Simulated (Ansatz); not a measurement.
# FHI: the cost of one run

Method: the levels named in each step, in Ansatz 0.2.0.

## Step 1: The structure to begin with

Bond lengths: F1–H3 0.933 Å.

Coordinates:

```xyz
3

F     2.0326    2.3589   -1.2031
I    -0.3222   -0.3674    0.1840
H     2.2525    1.7977   -0.4912
```

## Step 2: A rough first relaxation, PBE-D4/def2-SVP

This run stands in another session on the same molecule. It ended at:

```xyz
3

F     1.6607    1.9971   -1.0549
I    -0.0478   -0.0199   -0.0084
H     2.3499    1.8121   -0.4471
```

## Step 3: Relaxation, PBE0-D4/def2-TZVPP

This run stands in another session on the same molecule. It ended at:

```xyz
3

F     1.7252    2.0288   -1.0486
I    -0.2203   -0.1682    0.0403
H     2.4579    1.9287   -0.5020
```

## Step 4: Frequencies, PBE0-D4/def2-TZVPP

input.yaml

```yaml
crystal:
  periodic: [false, false, false]
  atoms:
    - { symbol: F, position_ang: [1.72522197, 2.02879424, -1.0485986] }
    - { symbol: I, position_ang: [-0.22025778, -0.16823794, 0.04025193] }
    - { symbol: H, position_ang: [2.45790581, 1.9286737, -0.50197333] }
magnetization:
  spin_polarized: true
  initial_magnetization: 1
basis:
  gaussian: { orbitals: def2-TZVPP }
hamiltonian:
  xc: pbe0
  dispersion: d4
phonons: {}
```

On the command line:

```console
ansatz run input.yaml --threads 2 --pin off --max-ram 5120MiB --backend cpu --events-out ev --progress --plain --runs-dir out
```

**Question.** How long does this run take on 2 threads of Intel Xeon Platinum 8259CL at 2.50GHz (Skylake/Cascade Lake), shared host, and how much memory does it need?

About 32 s, with a peak of 0.25 GiB.
